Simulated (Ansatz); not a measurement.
**BClH7NSi2: basis-set convergence**

Aim: see how fast density functionals converge with the basis set for BClH7NSi2.

Computed with Ansatz 0.2.0, Gaussian basis. Level: one geometry, several basis sets.

Levels to be run: PBE0-D4/def2-SVP; ωB97M-V/def2-SVP; PBE0-D4/def2-QZVPP; ωB97M-V/def2-QZVPP; the functionals' def2-TZVPP values are taken from earlier runs.

## Step 1: Structure used throughout

The geometry comes from an earlier relaxation with PBE0-D4 in a triple-zeta def2 set; it is a stationary point, not always the lowest conformer.

SMILES `BN([SiH3])[SiH2]Cl`, 12 atoms, charge 0, spin multiplicity 1.

Atoms are counted from 1 here; the program's logs count them from 0.

Bond lengths: B1–N2 1.412 Å, B1–H6 1.198 Å, B1–H7 1.201 Å, N2–Si3 1.762 Å, N2–Si4 1.734 Å, Si3–H8 1.485 Å, Si3–H9 1.482 Å, Si3–H10 1.482 Å, Si4–Cl5 2.055 Å, Si4–H11 1.479 Å, Si4–H12 1.476 Å. Angles: N2–B1–H6 120.3°, N2–B1–H7 119.0°, H6–B1–H7 120.6°, B1–N2–Si3 117.6°, B1–N2–Si4 121.1°, Si3–N2–Si4 121.2°, N2–Si3–H8 107.5°, N2–Si3–H9 110.3°, N2–Si3–H10 109.6°, H8–Si3–H9 109.7°, H8–Si3–H10 110.0°, H9–Si3–H10 109.8°, N2–Si4–Cl5 109.9°, N2–Si4–H11 110.1°, N2–Si4–H12 109.3°, Cl5–Si4–H11 106.4°, Cl5–Si4–H12 108.6°, H11–Si4–H12 112.5°.

## Step 2: PBE0-D4 in def2-SVP

Input file in.yaml:

```yaml
crystal:
  periodic: [false, false, false]
  atoms:
    - {symbol: B, position_ang: [0.842433, 1.452630, -0.097467]}
    - {symbol: N, position_ang: [0.186131, 0.203057, -0.045693]}
    - {symbol: Si, position_ang: [0.127979, -0.626016, 1.507741]}
    - {symbol: Si, position_ang: [-0.583271, -0.463509, -1.449904]}
    - {symbol: Cl, position_ang: [-2.622660, -0.462633, -1.196027]}
    - {symbol: H, position_ang: [0.880602, 2.073843, -1.120582]}
    - {symbol: H, position_ang: [1.362595, 1.879222, 0.897270]}
    - {symbol: H, position_ang: [-0.504378, -1.950906, 1.284480]}
    - {symbol: H, position_ang: [-0.677458, 0.153661, 2.477049]}
    - {symbol: H, position_ang: [1.504592, -0.803787, 2.027405]}
    - {symbol: H, position_ang: [-0.184621, -1.877324, -1.625433]}
    - {symbol: H, position_ang: [-0.254944, 0.366463, -2.624939]}
basis:
  gaussian: {orbitals: def2-SVP}
hamiltonian: {xc: pbe0, dispersion: d4}
output: {orbitals: {seedname: orbitals}}
```

Started as:

```sh
> ansatz run in.yaml --threads 4 --pin off --events-out ev --progress --plain --max-ram 10444MiB
```

Further steps of the session: ωB97M-V in def2-SVP; PBE0-D4 in def2-QZVPP; ωB97M-V in def2-QZVPP.

**Question.** What will the summary of the whole plan be? Wanted: PBE0-D4: double and triple zeta above quadruple; ωB97M-V: double and triple zeta above quadruple.

**Answer**, as computed:

| quantity | value |
| --- | --- |
| PBE0-D4: double and triple zeta above quadruple | 13.61, 1.06 eV |
| ωB97M-V: double and triple zeta above quadruple | 13.66, 0.99 eV |

What this shows: For PBE0-D4 the step from double to triple zeta gains 12.55 eV and the next only 1.06 eV. Total energies overstate the basis error of differences, where much of it tends to cancel. The LUMO of ωB97M-V is positive and keeps falling with the basis (1.32 to 0.81 eV): an unbound level that the basis holds in place.
